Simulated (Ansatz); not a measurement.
# C2H5BS: the cost of one run

Method: RKS PBE0/def2-SVP, in Ansatz 0.2.0.

### 1 The starting structure

Bond lengths: C1–B2 1.527 Å, B2–C3 1.547 Å, B2–S4 1.956 Å, C3–S4 1.661 Å, C1–H5 1.149 Å, C1–H6 1.160 Å, C1–H7 1.124 Å, C3–H8 1.088 Å, C3–H9 1.145 Å. Angles (14 of 16 angles, heavy atoms first): C1–B2–C3 142.9°, C1–B2–S4 150.3°, C3–B2–S4 55.1°, B2–C3–S4 75.0°, B2–S4–C3 49.8°, B2–C1–H5 111.5°, B2–C1–H6 111.3°, B2–C1–H7 113.3°, B2–C3–H8 115.7°, B2–C3–H9 114.7°, S4–C3–H8 119.8°, S4–C3–H9 113.4°, H5–C1–H6 105.0°, H5–C1–H7 108.6°.

As a file:

```xyz
9

C    -0.3143    1.1338   -0.7577
B     0.0853   -0.2743   -0.3210
C     0.4602   -1.1231    0.9174
S    -0.3466   -2.1683   -0.0909
H    -0.5934    1.1661   -1.8717
H    -1.2660    1.4929   -0.1998
H     0.4834    1.9015   -0.5657
H     0.0033   -0.8164    1.8557
H     1.5766   -1.3584    1.0167
```

### 2 Relaxing the start

input.yaml reads:

```yaml
crystal:
  periodic: [false, false, false]
  atoms:
    - { symbol: C, position_ang: [-0.3143, 1.1338, -0.7577] }
    - { symbol: B, position_ang: [0.0853, -0.2743, -0.321] }
    - { symbol: C, position_ang: [0.4602, -1.1231, 0.9174] }
    - { symbol: S, position_ang: [-0.3466, -2.1683, -0.0909] }
    - { symbol: H, position_ang: [-0.5934, 1.1661, -1.8717] }
    - { symbol: H, position_ang: [-1.266, 1.4929, -0.1998] }
    - { symbol: H, position_ang: [0.4834, 1.9015, -0.5657] }
    - { symbol: H, position_ang: [0.0033, -0.8164, 1.8557] }
    - { symbol: H, position_ang: [1.5766, -1.3584, 1.0167] }
basis:
  gaussian: { orbitals: def2-SVP }
hamiltonian:
  xc: pbe0
relax:
  f_tol: 0.02
  max_steps: 40
scf:
  lower_state_search: "off"
output:
  orbitals: {}
```

On the command line:

```sh
ansatz run input.yaml --threads 1 --pin off --max-ram 2048MiB --backend cpu --events-out ev --progress --plain --runs-dir out
```

**Question.** How long does this run take on 1 thread of an x86-64 CPU, shared host, and how much memory does it need?

About 62 s, with a peak of 0.16 GiB.
